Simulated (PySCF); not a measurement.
# C2H8B2O2: the cost of one run

Computed with PySCF 2.14.0, with density-fitted response routines of our own, on a single molecule in the gas phase. Atoms are numbered from 0 throughout.

**1. The molecule as given**

14 atoms, charge 0, multiplicity 1; geometry from: PBE0-D3(BJ)/def2-SVP.

Bonds of the start (Å): C0–B1 1.57, B1–O2 1.34, O2–B3 1.34, B3–O4 1.35, O4–C5 1.40, C0–H6 1.10, C0–H7 1.10, C0–H8 1.10, B1–H9 1.22, B3–H10 1.21, C5–H11 1.10, C5–H12 1.10, C5–H13 1.10.

**2. Nuclear shieldings: PBE0/pcSseg-1**

Job settings and geometry (Å):

```
{"job": {"kind": "nmr", "xc": "PBE0", "basis": "pcSseg-1", "pop": false}, "charge": 0, "multiplicity": 1}
C     -2.284210    -0.277580     0.662967
B     -1.194777     0.842475     0.790345
O      0.019969     0.718827     0.236795
B      1.211485     0.402570    -0.295526
O      2.099910    -0.276907     0.460424
C      3.377026    -0.618382    -0.004782
H     -1.985091    -1.123950     0.027824
H     -2.519507    -0.660483     1.671905
H     -3.228893     0.146618     0.283430
H     -1.417830     1.869426     1.402908
H      1.470474     0.738585    -1.431136
H      3.544674    -0.279342    -1.040824
H      3.504330    -1.711615     0.033635
H      4.141651    -0.161732     0.643220
```

Level: GIAO PBE0/pcSseg-1 NMR shielding, non-relativistic, gas phase.

On the command line:

```sh
> OMP_NUM_THREADS=1 python probes_run.py task.json out
```

This one command runs all jobs of the session in turn.

**Question.** How long does this first job take on 1 thread of Intel Xeon 6975P-C, shared host, and how much memory does it need?

About 7.6 s, with a peak of 0.75 GiB.
